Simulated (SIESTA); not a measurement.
Ca in SIESTA: the effect of dispersion

The system is Ca, a slab with vacuum.

```
CELL_PARAMETERS angstrom
3.95160 0.00000 0.00000
0.00000 3.95160 0.00000
0.00000 0.00000 23.38260
ATOMIC_POSITIONS crystal
Ca 0.50000 0.50000 0.32075
Ca 0.00000 0.00000 0.44025
Ca 0.50000 0.50000 0.55975
Ca 0.00000 0.00000 0.67925
```

The slab is cut from a database's or a generator's crystal, which needn't be the stable form of the element.

Alike in all runs:

- Program: SIESTA 5.4.2
- Task: single point
- Functional: PBE
- Potentials or basis: PseudoDojo 0.4 standard (PBE files)
- Basis: DZP (energy shift 0.003 Ry; two zetas on semicore shells; d shell added on Ca)
- Grid cutoff: 800 Ry
- Energy shift: 0.003 Ry
- k mesh: 7 × 7 × 1
- Occupations: fermi-dirac, width 0.05 eV
- Spin: no spin polarisation

```tsv
dispersion	largest force (eV/Å)
none	0.12
D3	?
D3(BJ)	0.16
D4	0.15
```

What does the run with dispersion D3 give?

Largest force 0.11 eV/Å.
